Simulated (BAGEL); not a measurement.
**AlBH2OF2 (SMILES O[B](F)[AlH][F]): HF/3-21G (density fitting with qzvpp-jkfit)**

What is the vertical singlet–triplet gap of AlBH2OF2 at HF/3-21G (density fitting with qzvpp-jkfit)? 

The results are computed with BAGEL 1.2.2.

1 further run of the same task is left out (set aside as unsound or not needed).

### 1 The molecule

AlBH2OF2 has 7 atoms, charge 0, and is taken as a singlet. As SMILES, `O[B](F)[AlH][F]`. The shape is that of a PBE0-D4/def2-TZVP optimisation. This is one conformer, not always the lowest.

Bond lengths: O1–B2 1.351 Å, B2–F3 1.331 Å, B2–Al4 2.153 Å, Al4–F5 1.661 Å, O1–H6 0.961 Å, Al4–H7 1.580 Å. Angles: O1–B2–F3 115.5°, O1–B2–Al4 122.4°, F3–B2–Al4 122.1°, B2–Al4–F5 111.0°, B2–O1–H6 113.4°, B2–Al4–H7 132.2°, F5–Al4–H7 116.8°.

### 2 The energy at HF/3-21G (density fitting with qzvpp-jkfit)

Input file input.json:

```json
{ "bagel": [

{
  "title": "molecule",
  "basis": "3-21g",
  "df_basis": "qzvpp-jkfit",
  "angstrom": "true",
  "geometry": [
    { "atom": "O", "xyz": [    0.462300,   -0.166500,    1.769000 ] },
    { "atom": "B", "xyz": [    0.511800,   -0.675600,    0.519100 ] },
    { "atom": "F", "xyz": [    1.170800,   -1.824800,    0.394500 ] },
    { "atom": "Al", "xyz": [   -0.411500,    0.301600,   -1.162100 ] },
    { "atom": "F", "xyz": [   -1.152700,    1.713100,   -0.697800 ] },
    { "atom": "H", "xyz": [   -0.019900,    0.662300,    1.825000 ] },
    { "atom": "H", "xyz": [   -0.499600,   -0.078200,   -2.693300 ] }
  ]
},
{
  "title": "hf"
},
{
  "title": "print",
  "file": "orbitals.molden",
  "orbitals": "true"
}

]}
```

Started as:

```console
$ BAGEL_NUM_THREADS=1 BAGEL input.json > input.out
```

What it wrote:

```text
* using 1 threads per process

  ===============================================================
  ===============================================================

  *** Geometry ***

  { "atom" : "O", "xyz" : [      0.873620,     -0.314639,      3.342926 ] },
  { "atom" : "B", "xyz" : [      0.967162,     -1.276699,      0.980957 ] },
  { "atom" : "F", "xyz" : [      2.212491,     -3.448372,      0.745497 ] },
  { "atom" : "Al", "xyz" : [     -0.777622,      0.569941,     -2.196051 ] },
  { "atom" : "F", "xyz" : [     -2.178287,      3.237290,     -1.318651 ] },
  { "atom" : "H", "xyz" : [     -0.037606,      1.251566,      3.448750 ] },
  { "atom" : "H", "xyz" : [     -0.944107,     -0.147777,     -5.089599 ] },

  Number of auxiliary basis functions:      470

  Since a DF basis is specified, we compute 2- and 3-index integrals:
    o Being stored without compression. Storage requirement is 0.011 GB

  Number of basis functions:       53
  Number of electrons      :       46

    * METHOD: MOLECULE                             0.15

  *** RHF ***

  === Nuclear Repulsion ===
   190.1045297154

      * DIIS with orbital gradients will be used.

  === RHF iteration (3-21g) ===
      0       -538.48195517          0.03362725           0.03
      1       -538.64986456          0.02077728           0.03
      2       -538.72546189          0.00151485           0.03
      3       -538.72653964          0.00043209           0.03
      4       -538.72658481          0.00010573           0.03
      5       -538.72659049          0.00002037           0.03
      6       -538.72659073          0.00000776           0.03
      7       -538.72659075          0.00000251           0.03
      8       -538.72659075          0.00000048           0.03
      9       -538.72659075          0.00000013           0.03
     10       -538.72659075          0.00000005           0.03
     11       -538.72659075          0.00000002           0.03
     12       -538.72659075          0.00000000           0.03
    * SCF iteration converged.

    * Permanent dipole moment:
           (    0.244762,    -0.308167,     0.289046) a.u.

    * METHOD: HF                                   0.51

    * METHOD: PRINT                                0.01

  ===============================================================
```

It took 0.86 s on 1 thread of Intel Xeon Platinum 8488C (Sapphire Rapids), shared host.

### 3 The triplet

Input file input.json:

```json
{ "bagel" : [

{
  "title" : "molecule",
  "basis" : "3-21g",
  "df_basis" : "qzvpp-jkfit",
  "angstrom" : true,
  "geometry" : [
    { "atom" : "O", "xyz" : [       0.462300,      -0.166500,       1.769000 ] },
    { "atom" : "B", "xyz" : [       0.511800,      -0.675600,       0.519100 ] },
    { "atom" : "F", "xyz" : [       1.170800,      -1.824800,       0.394500 ] },
    { "atom" : "Al", "xyz" : [      -0.411500,       0.301600,      -1.162100 ] },
    { "atom" : "F", "xyz" : [      -1.152700,       1.713100,      -0.697800 ] },
    { "atom" : "H", "xyz" : [      -0.019900,       0.662300,       1.825000 ] },
    { "atom" : "H", "xyz" : [      -0.499600,      -0.078200,      -2.693300 ] }
  ]
},

{ "title" : "uhf", "nopen" : 2 },

{ "title" : "print", "file" : "orbitals.molden", "orbitals" : true }

]}
```

Started as:

```console
$ BAGEL_NUM_THREADS=1 BAGEL input.json > input.out
```

What it wrote:

```text
* using 1 threads per process

  ===============================================================
  ===============================================================

  *** Geometry ***

  { "atom" : "O", "xyz" : [      0.873620,     -0.314639,      3.342926 ] },
  { "atom" : "B", "xyz" : [      0.967162,     -1.276699,      0.980957 ] },
  { "atom" : "F", "xyz" : [      2.212491,     -3.448372,      0.745497 ] },
  { "atom" : "Al", "xyz" : [     -0.777622,      0.569941,     -2.196051 ] },
  { "atom" : "F", "xyz" : [     -2.178287,      3.237290,     -1.318651 ] },
  { "atom" : "H", "xyz" : [     -0.037606,      1.251566,      3.448750 ] },
  { "atom" : "H", "xyz" : [     -0.944107,     -0.147777,     -5.089599 ] },

  Number of auxiliary basis functions:      470

  Since a DF basis is specified, we compute 2- and 3-index integrals:
    o Being stored without compression. Storage requirement is 0.011 GB

  Number of basis functions:       53
  Number of electrons      :       46

    * METHOD: MOLECULE                             0.15

  *** Open-shell HF ***

  === Nuclear Repulsion ===
   190.1045297154

      * DIIS with orbital gradients will be used.

  === UHF iteration (3-21g) ===
      0       -538.31592781          0.06389678           0.07
      1       -538.48363080          0.04150351           0.06
      2       -538.53747587          0.02578312           0.06
      3       -538.56768718          0.00186941           0.06
      4       -538.56899257          0.00113009           0.06
      5       -538.56947628          0.00061763           0.06
      6       -538.56984764          0.00023863           0.06
      7       -538.56997795          0.00013281           0.06
      8       -538.57003260          0.00008077           0.06
      9       -538.57005291          0.00004749           0.06
     10       -538.57005749          0.00002419           0.06
     11       -538.57005795          0.00001091           0.06
     12       -538.57005805          0.00000586           0.06
     13       -538.57005807          0.00000259           0.06
     14       -538.57005807          0.00000167           0.06
     15       -538.57005807          0.00000132           0.06
     16       -538.57005807          0.00000106           0.06
     17       -538.57005807          0.00000072           0.06
     18       -538.57005807          0.00000044           0.06
     19       -538.57005807          0.00000027           0.06
     20       -538.57005807          0.00000012           0.06
     21       -538.57005807          0.00000007           0.06
     22       -538.57005807          0.00000004           0.06
     23       -538.57005807          0.00000002           0.06
     24       -538.57005807          0.00000002           0.06
     25       -538.57005807          0.00000001           0.06
     26       -538.57005807          0.00000001           0.06
    * SCF iteration converged.

    * S^2 (UHF) is 2.0043

    * Permanent dipole moment:
           (   -0.044385,     0.013804,    -0.186985) a.u.

    * METHOD: UHF                                  1.81

    * METHOD: PRINT                                0.01

  ===============================================================
```

Wall time 2.2 s (1 thread of Intel Xeon Platinum 8488C (Sapphire Rapids), shared host).

### 4 Results

Level: HF/3-21G (density fitting with qzvpp-jkfit).

| quantity | value |
| --- | --- |
| singlet: total energy | -538.72659 Eh |
| singlet: dipole moment | 1.24 D |
| singlet: HOMO energy | -10.92 eV |
| singlet: LUMO energy | 0.75 eV |
| singlet: HOMO–LUMO gap | 11.66 eV |
| triplet: total energy | -538.57006 Eh |
| triplet: dipole moment | 0.49 D |
| triplet: ⟨S²⟩ | 2.004 |
| vertical energy of the triplet above the singlet | 4.259 eV |

What this shows: At this shape the triplet lies 4.26 eV (98 kcal/mol) above the singlet.
